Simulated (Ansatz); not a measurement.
# W3N4: the cost of one run

Program: Ansatz 0.2.0. Level of theory: DFT PBE, scalar-relativistic, plane waves, PAW. These are calculated values, not measurements.

### Step 1. The structure to begin with

It takes space group Pm-3m (No. 221, cubic). The conventional cell has a = 4.122 Å, b = 4.122 Å, c = 4.122 Å, α = 90.00°, β = 90.00°, γ = 90.00°. W (site symmetry 4/mmm) is surrounded by 6 N at 2.06 Å. N (site symmetry m-3m) has 6 W at 2.06 Å as nearest neighbours. Around N (site symmetry 4/mmm) lie 4 W at 2.06 Å.

As a file:

```xyz
7
Lattice="4.1220 0.0000 0.0000 0.0000 4.1220 0.0000 0.0000 0.0000 4.1220" Properties=species:S:1:pos:R:3 pbc="T T T"
W     2.0610    2.0610    0.0000
W     0.0000    2.0610    2.0610
W     2.0610    0.0000    2.0610
N     2.0610    2.0610    2.0610
N     2.0610    0.0000    0.0000
N     0.0000    2.0610    0.0000
N     0.0000    0.0000    2.0610
```

The structure comes from the Crystallography Open Database.

### Step 2. Ground state at the listed geometry

input.yaml reads:

```yaml
crystal:
  lattice:
    - [4.122, 0.0, 0.0]
    - [0.0, 4.122, 0.0]
    - [0.0, 0.0, 4.122]
  atoms:
    - { symbol: W, position: [0.5, 0.5, 0.0] }
    - { symbol: W, position: [0.0, 0.5, 0.5] }
    - { symbol: W, position: [0.5, 0.0, 0.5] }
    - { symbol: "N", position: [0.5, 0.5, 0.5] }
    - { symbol: "N", position: [0.5, 0.0, 0.0] }
    - { symbol: "N", position: [0.0, 0.5, 0.0] }
    - { symbol: "N", position: [0.0, 0.0, 0.5] }
basis:
  ecutwfc: 500
  fft_grid_basis: typed
kpoints:
  mp_grid: { grid: [6, 6, 6] }
hamiltonian:
  xc: pbe
scf:
  occupations: { method: gaussian, width: 0.05 }
output:
  forces: true
  stress: true
  eigenvalues: true
  bader: true
  write_density: true
  volumetric_format: npy
  elf: true
```

Started as:

```console
$ ansatz run input.yaml --threads 2 --pin off --max-ram 4096MiB --backend cpu --events-out ev --progress --plain --runs-dir out
```

Q: Estimate wall time and peak memory on 2 threads of AMD EPYC 7R43 (Zen 3), shared host.

About 52 s, with a peak of 0.43 GiB.
